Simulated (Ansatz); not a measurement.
# MnS (Fm-3m): Heisenberg exchange couplings, by script

The task is the Heisenberg exchange couplings, for MnS (Fm-3m).

The COD entry's cell or inner coordinates are ideal or old and differ from later refinements, so a difference from it is no clean test against experiment.

All numbers are computed with Ansatz 0.2.0, driven from Python. Level of theory: DFT PBEsol, plane waves, PAW.

### Step 1. Starting point

The structure is cubic, space group Fm-3m (No. 225). Conventional cell: a = 5.209 Å, b = 5.209 Å, c = 5.209 Å, α = 90.00°, β = 90.00°, γ = 90.00°. Mn (site symmetry m-3m) is surrounded by 6 S at 2.60 Å. S (site symmetry m-3m) is surrounded by 6 Mn at 2.60 Å.

The script holds or builds the structure itself.

### Step 2. Script

jij_mns.py reads:

```python
"""Heisenberg exchange couplings of MnS."""

import warnings

import ansatz
import numpy as np

warnings.simplefilter("ignore", ansatz.DeckWarning)

lattice = ansatz.Lattice.of(
    [0.0, 2.6045, 2.6045],
    [2.6045, 0.0, 2.6045],
    [2.6045, 2.6045, 0.0],
)
sites = [
    ("Mn", [0.0, 0.0, 0.0]),
    ("S", [0.5, 0.5, 0.5]),
]
crystal = ansatz.Crystal(lattice=lattice)
for symbol, position in sites:
    crystal = crystal.atom(symbol, position)
crystal = crystal.moments(Mn=4)

calc = (
    crystal.calculation()
    .functional("pbesol")
    .basis(16 * ansatz.Ha)
    .kpoints(9)
    .occupations(ansatz.OccupationsMethod.FERMI_DIRAC, width=0.1)
    .spin("collinear")
    .eigenstates(nscf_kmesh=(7, 7, 7))
    .exchange_couplings(magnetic=["Mn"])
)
couplings = calc.run().exchange_couplings().to_plain()
for atom in couplings["atoms"]:
    print(atom["site"]["symbol"], atom["role"], "moment", round(atom["moment_mub"], 3), "muB")
shells = {}
for pair in couplings["pairs"]:
    key = (pair["site"], pair["partner"], round(float(np.linalg.norm(pair["displacement_ang"])), 2))
    shells.setdefault(key, []).append(1000 * pair["coupling_ev"])
print("site partner distance (A)  count  mean J (meV)")
for (i, j, d), values in sorted(shells.items(), key=lambda item: item[0][2])[:8]:
    print(f"{i:4d} {j:7d} {d:12.2f} {len(values):6d} {np.mean(values):13.3f}")
print("mean-field order:", couplings["mean_field_order"])
```

### Step 3. The calls as engine input

The engine receives this input:

```yaml
crystal:
  lattice:
    - [0.0, 2.6045, 2.6045]
    - [2.6045, 0.0, 2.6045]
    - [2.6045, 2.6045, 0.0]
  atoms:
    - { symbol: Mn, position: [0.0, 0.0, 0.0] }
    - { symbol: S, position: [0.5, 0.5, 0.5] }
basis:
  ecutwfc: 435.382179935808
kpoints:
  mp_grid:
    grid: [9, 9, 9]
hamiltonian:
  xc: pbesol
magnetization:
  spin_polarized: true
  per_species:
    Mn: 4.0
scf:
  occupations:
    method: fermi_dirac
    width: 0.1
output:
  eigenstates:
    nscf_kmesh:
      grid: [7, 7, 7]
    exchange_couplings:
      magnetic:
        - { species: Mn }
```

### Step 4. Running it

Started as:

```bash
python jij_mns.py
```

**Question.** What results will this script give? Wanted: free energy; gap on the mesh; moment, net / absolute.

The runs gave:

| quantity | value |
| --- | --- |
| free energy | -4754.4179 eV (-2377.2089 eV/atom) |
| gap on the mesh | none |
| moment, net / absolute | 4.66 / 4.66 μB per cell |

**Reading.** The mesh shows no gap. What to keep in mind:
- For a metal this k-point mesh is coarse: on a finer one energies can move by several to tens of meV an atom and pressures by half a GPa or more, differences at one mesh by less.
- With one magnetic atom the cell can hold only ferromagnetic order.
- Of the deposited cell: the entry's cell lengths or inner coordinates differ somewhat from later room-temperature determinations.
- Without a Hubbard U or exact exchange, semilocal functionals often make such 3d compounds metallic or too weakly gapped.
- The couplings are those of E = -sum over i != j of J_ij e_i.e_j for unit vectors, so J > 0 favours parallel moments. Couplings oscillate with the k-mesh and hold for small turns from this magnetic state; mean-field temperatures overestimate ordering, and where the couplings favour a wavevector other than zero the state started from isn't the stable order.
